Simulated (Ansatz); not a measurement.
# GeSO (triplet): wave-function methods side by side, cc-pVDZ

Aim: climb from Hartree-Fock through coupled cluster and multireference methods for GeSO (triplet) at one geometry and basis, and see what each rung misses.

Program: Ansatz 0.2.0, Gaussian basis. Level of theory: cc-pVDZ, core rule «outside noble gas», up to 20 orbitals frozen. These are calculated values, not measurements.

The runs, in order: UHF; CCSD(T) on ROHF; CCSD(T) on UHF; BCCD(T) on ROHF; CISD; CCSDT(Q) on ROHF; CCSDT(Q) on UHF; CASSCF and MRCISD+Q, 12 electrons in 10 orbitals; CASSCF and NEVPT4(SD), 12 electrons in 10 orbitals; CASSCF and NEVPT2, 12 electrons in 10 orbitals.

20 further runs of the same task are left out: 4 for a known fault of the program, 6 that didn't finish, 10 set aside as unsound or not needed.

**1. What is computed**

The geometry is a PBE0/def2-TZVP stationary point (not a proven minimum) of the parent state, kept for this charge and spin. No spin-orbit coupling is included. The filled d shell of Ge may be among the frozen orbitals whatever the setting's name suggests; the logs give the count.

3 atoms, charge 0, spin multiplicity 3.

Atoms are counted from 1 here; the program's logs count them from 0.

Bond lengths: Ge1–S2 2.170 Å, Ge1–O3 1.808 Å, S2–O3 1.768 Å. Angles: S2–Ge1–O3 51.8°, Ge1–S2–O3 53.5°, Ge1–O3–S2 74.7°.

As a file:

```
atom   x (Å)    y (Å)    z (Å)
 Ge1  0.0000   0.1142   0.7400
  S2  0.0000   0.3332  -1.4192
  O3  0.0000  -1.1862  -0.5155
```

**2. UHF**

in.yaml

```yaml
crystal:
  periodic: [false, false, false]
  atoms:
    - {symbol: Ge, position_ang: [0.000000, 0.114171, 0.740003]}
    - {symbol: S, position_ang: [0.000000, 0.333240, -1.419196]}
    - {symbol: O, position_ang: [0.000000, -1.186217, -0.515475]}
basis:
  gaussian: {orbitals: cc-pVDZ}
magnetization: {spin_polarized: true, initial_magnetization: 2}
hamiltonian: {xc: hf}
output: {orbitals: {seedname: orbitals}}
```

Command:

```console
> ansatz run in.yaml --threads 1 --pin off --events-out ev --progress --plain --max-ram 2393MiB
```

The runs that follow: CCSD(T) on ROHF; CCSD(T) on UHF; BCCD(T) on ROHF; CISD; CCSDT(Q) on ROHF; CCSDT(Q) on UHF; CASSCF and MRCISD+Q, 12 electrons in 10 orbitals; CASSCF and NEVPT4(SD), 12 electrons in 10 orbitals; CASSCF and NEVPT2, 12 electrons in 10 orbitals.

Q: Predict the results of all the runs planned. Wanted: RCCSDT(Q) below the RHF energy; RMP2 from RCCSDT(Q); UMP2 from RCCSDT(Q); RCCSD from RCCSDT(Q); RCCSD(T) from RCCSDT(Q); UCCSD(T) from RCCSDT(Q); UCCSDT(Q) from RCCSDT(Q); NEVPT2 valence from RCCSDT(Q); NEVPT4(SD) valence from RCCSDT(Q).

**Answer**, as computed:

| quantity | value |
| --- | --- |
| RCCSDT(Q) below the RHF energy | -11.5381 eV |
| RMP2 from RCCSDT(Q) | +24.66 kcal/mol |
| UMP2 from RCCSDT(Q) | +24.92 kcal/mol |
| RCCSD from RCCSDT(Q) | +12.24 kcal/mol |
| RCCSD(T) from RCCSDT(Q) | +1.91 kcal/mol |
| UCCSD(T) from RCCSDT(Q) | +1.86 kcal/mol |
| UCCSDT(Q) from RCCSDT(Q) | -0.24 kcal/mol |
| NEVPT2 valence from RCCSDT(Q) | +32.74 kcal/mol |
| NEVPT4(SD) valence from RCCSDT(Q) | +3.75 kcal/mol |
| MRCISD+Q valence from RCCSDT(Q) | +2.86 kcal/mol |
| levels within 1 kcal/mol (43 meV) | UCCSDT(Q) |
| T1 diagnostic | 0.043 |
| effectively unpaired electrons | 2.06 |

What this shows: RCCSD(T) misses by +1.91 kcal/mol, 0.7 % of the correlation energy. The occupations are near whole numbers, but T1 = 0.043 shows that the orbitals relax strongly. Of the multireference levels listed MRCISD+Q valence comes nearest in total energy (+2.86 kcal/mol), which doesn't show that its space is the better one. These misses are within one basis, not against nature; the frozen cores of restricted and unrestricted runs differ, which can shift their rows.
